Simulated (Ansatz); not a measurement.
# PbF2 (Ni2In type): the cost of one run

Computed with Ansatz 0.2.0 (DFT PBEsol, scalar-relativistic, plane waves, PAW, unless a step's input says otherwise).

### 1 The starting structure

It takes space group P6_3/mmc (No. 194, hexagonal). Conventional cell: a = 4.300 Å, b = 4.300 Å, c = 5.200 Å, α = 90.00°, β = 90.00°, γ = 120.00°. Pb (site symmetry -6m2) is surrounded by 11 F at 2.48 to 2.80 Å. F (site symmetry -3m) has 8 F at 2.60 to 2.80 Å and 6 Pb at 2.80 Å as nearest neighbours. Around F (site symmetry -6m2) lie 5 Pb at 2.48 to 2.60 Å.

Structure file:

```
CELL_PARAMETERS angstrom
4.30000 0.00000 0.00000
-2.15000 3.72391 0.00000
0.00000 0.00000 5.20000
ATOMIC_POSITIONS crystal
Pb 0.33333 0.66667 0.25000
Pb 0.66667 0.33333 0.75000
F 0.00000 0.00000 0.00000
F 0.00000 0.00000 0.50000
F 0.33333 0.66667 0.75000
F 0.66667 0.33333 0.25000
```

### 2 Cell and atoms relaxed at 9 GPa

input.yaml

```yaml
crystal:
  lattice:
    - [4.3, 0.0, 0.0]
    - [-2.15, 3.7239092363, 0.0]
    - [0.0, 0.0, 5.2]
  atoms:
    - { symbol: Pb, position: [0.3333333333, 0.6666666667, 0.25] }
    - { symbol: Pb, position: [0.6666666667, 0.3333333333, 0.75] }
    - { symbol: F, position: [0.0, 0.0, 0.0] }
    - { symbol: F, position: [0.0, 0.0, 0.5] }
    - { symbol: F, position: [0.3333333333, 0.6666666667, 0.75] }
    - { symbol: F, position: [0.6666666667, 0.3333333333, 0.25] }
scf:
  occupations: { method: fixed }
output:
  forces: true
  stress: true
  eigenvalues: true
  write_density: true
  write_potential: true
  elf: true
  volumetric_format: npy
hamiltonian:
  xc: pbesol
basis:
  ecutwfc: 520
kpoints:
  mp_grid: { grid: [9, 9, 6] }
relax:
  f_tol: 0.003
  max_steps: 60
  cell: { stress_tol: 0.03, p_target: 9 }
```

Launch:

```sh
ansatz run input.yaml --threads 4 --pin off --max-ram 10240MiB --backend cpu --events-out ev --progress --plain --runs-dir out
```

What time and memory should one allow on 4 threads of AMD EPYC 9B14 (Zen 4), shared host?

About 11 s, with a peak of 0.6 GiB.
